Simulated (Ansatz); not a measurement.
# Cl4Cu: the cost of one run

Computed with Ansatz 0.2.0 (the levels named in each step, unless a step's input says otherwise).

**1. Starting point**

Bond lengths: Cl1–Cu2 2.226 Å, Cu2–Cl3 2.225 Å, Cu2–Cl4 2.226 Å, Cu2–Cl5 2.226 Å. Angles: Cl1–Cu2–Cl3 109.6°, Cl1–Cu2–Cl4 109.5°, Cl1–Cu2–Cl5 109.4°, Cl3–Cu2–Cl4 109.5°, Cl3–Cu2–Cl5 109.5°, Cl4–Cu2–Cl5 109.4°.

Coordinates:

```xyz
5

Cl   -0.5901    1.8687    1.0554
Cu    0.0005   -0.0009    0.0004
Cl    0.2788   -1.6371    1.4820
Cl   -1.5936   -0.5723   -1.4446
Cl    1.9056    0.3401   -1.0986
```

**2. A rough first relaxation, PBE-D4/def2-SVPD**

This run stands in another session on the same molecule. It ended at:

```xyz
5

Cl   -0.2279    1.9316    1.3308
Cu    0.0000   -0.0001    0.0016
Cl   -0.1400   -1.6580    1.6690
Cl   -1.4121   -0.9543   -1.6248
Cl    1.7812    0.6793   -1.3821
```

**3. Relaxation, r2SCAN-D4/def2-TZVPPD**

Contents of input.yaml:

```yaml
crystal:
  periodic: [false, false, false]
  atoms:
    - { symbol: Cl, position_ang: [-0.22787987, 1.93159042, 1.33082776] }
    - { symbol: Cu, position_ang: [4.357e-05, -8.366e-05, 0.00158448] }
    - { symbol: Cl, position_ang: [-0.13999128, -1.65796652, 1.66898375] }
    - { symbol: Cl, position_ang: [-1.41214908, -0.9542828, -1.624803] }
    - { symbol: Cl, position_ang: [1.78122666, 0.67931256, -1.382103] }
magnetization:
  spin_polarized: true
  initial_magnetization: 1
total_charge: -2
basis:
  gaussian: { orbitals: def2-TZVPPD.json }
hamiltonian:
  xc: r2scan
  dispersion: d4
relax:
  f_tol: 0.002
  max_steps: 150
```

Run with:

```bash
ansatz run input.yaml --threads 4 --pin off --max-ram 10240MiB --backend cpu --events-out ev --progress --plain --runs-dir out
```

Q: Estimate wall time and peak memory on 4 threads of Arm Neoverse V1, shared host.

About 2.5 min, with a peak of 0.84 GiB.
